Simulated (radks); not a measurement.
# Numerical settings for Ag

How sensitive is the result for neutral silver to mesh, mixing and thresholds? A default run comes first. The defaults are a mesh step of 0.008 in ln r, a mesh end at 40 bohr or more, Anderson mixing 0.5 over 9 steps and a tight residual threshold, with the energy settled to 1e-9 hartree as well; every run has a cap on iterations.

Method: scalar-relativistic Kohn-Sham, PBE, spin-unpolarised, spherical densities, point nucleus. Code: radks (a radial shooting solver on a logarithmic mesh, Libxc functionals) version 1.

### Step 1. The system

- element: silver (Z = 47)
- charge: 0
- electrons: 47
- configuration: [Kr] 4d10 5s1

Outer shells as boxes (Hund's rule):

Ag
```
[Kr] core
4d [↑↓][↑↓][↑↓][↑↓][↑↓]
5s [↑ ]
```

### Step 2. Default settings

Input:

```text
Z 47
configuration [Kr] 4d10 5s1
relativity scalar-relativistic
functional pbe,pbe
spin unpolarised
nucleus point
c 137.035999084
max_iterations 61
```

Command:

```
$ python run_ks.py task.json out
```

The same process makes all the runs of this session.

### Step 3. Mesh step in ln r 0.03

Changes since step 2:

```diff
@@ -7,2 +7,3 @@
 c 137.035999084
+mesh_step 0.03
 max_iterations 61
```

### Step 4. Mesh step in ln r 0.003

Changes since step 3:

```diff
@@ -7,3 +7,3 @@
 c 137.035999084
-mesh_step 0.03
+mesh_step 0.003
 max_iterations 61
```

### Step 5. Mesh step in ln r 0.2

Changes since step 4:

```diff
@@ -7,3 +7,3 @@
 c 137.035999084
-mesh_step 0.003
+mesh_step 0.2
 max_iterations 61
```

### Step 6. Mesh end (bohr) 12

Changes since step 5:

```diff
@@ -7,3 +7,3 @@
 c 137.035999084
-mesh_step 0.2
+mesh_end 12
 max_iterations 61
```

### Step 7. Mesh end (bohr) 1

Changes since step 6:

```diff
@@ -7,3 +7,3 @@
 c 137.035999084
-mesh_end 12
+mesh_end 1
 max_iterations 61
```

### Step 8. Residual threshold 1e-13

Changes since step 7:

```diff
@@ -7,3 +7,3 @@
 c 137.035999084
-mesh_end 1
+threshold 1e-13
 max_iterations 61
```

### Step 9. Residual threshold 0.001

Changes since step 8:

```diff
@@ -7,3 +7,3 @@
 c 137.035999084
-threshold 1e-13
+threshold 0.001
 max_iterations 61
```

### Step 10. Mixing 2.5

Changes since step 9:

```diff
@@ -7,3 +7,3 @@
 c 137.035999084
-threshold 0.001
+mixing 2.5
 max_iterations 61
```

### Step 11. Mixing history 1, mixing 0.05

Changes since step 10:

```diff
@@ -7,3 +7,4 @@
 c 137.035999084
-mixing 2.5
+history 1
+mixing 0.05
 max_iterations 61
```

### Step 12. Mixing history 1, mixing 0.8

Changes since step 11:

```diff
@@ -8,3 +8,3 @@
 history 1
-mixing 0.05
+mixing 0.8
 max_iterations 61
```

### Step 13. Mixing history 20

Changes since step 12:

```diff
@@ -7,4 +7,3 @@
 c 137.035999084
-history 1
-mixing 0.8
+history 20
 max_iterations 61
```

### Step 14. Iteration cap 5

Changes since step 13:

```diff
@@ -7,3 +7,2 @@
 c 137.035999084
-history 20
-max_iterations 61
+max_iterations 5
```

What does the calculation give? Wanted: for each run, setting; iterations; converged; change of E.

As calculated:

| setting | mesh points | iterations | converged | change of E (mhartree) | time |
| --- | --- | --- | --- | --- | --- |
| Default settings | 2725 | 15 | yes | 0 | 0.1 s |
| mesh step in ln r 0.03 | 727 | 15 | yes | +0.001143 | 0.03 s |
| mesh step in ln r 0.003 | 7265 | 15 | yes | 0 | 0.25 s |
| mesh step in ln r 0.2 | 109 | 2 | no | - | 0.01 s |
| mesh end (bohr) 12 | 2326 | 15 | yes | +0.03052 | 0.09 s |
| mesh end (bohr) 1 | 2015 | 13 | no | - | 0.07 s |
| residual threshold 1e-13 | 2725 | 22 | yes | 0 | 0.12 s |
| residual threshold 0.001 | 2725 | 10 | yes | 0 | 0.07 s |
| mixing 2.5 | 2725 | 18 | yes | 0 | 0.11 s |
| mixing history 1, mixing 0.05 | 2725 | 61 | no | - | 0.36 s |
| mixing history 1, mixing 0.8 | 2725 | 61 | no | - | 0.74 s |
| mixing history 20 | 2725 | 19 | yes | 0 | 0.12 s |
| iteration cap 5 | 2725 | 5 | no | - | 0.04 s |

In words: A zero stands for a change under the printed digits. No run that converges misses the default energy by more than 1 mhartree. Not converged or rejected: mesh step in ln r 0.2; mesh end (bohr) 1; mixing history 1, mixing 0.05; mixing history 1, mixing 0.8; iteration cap 5. A mesh that ends early acts as a hard wall.
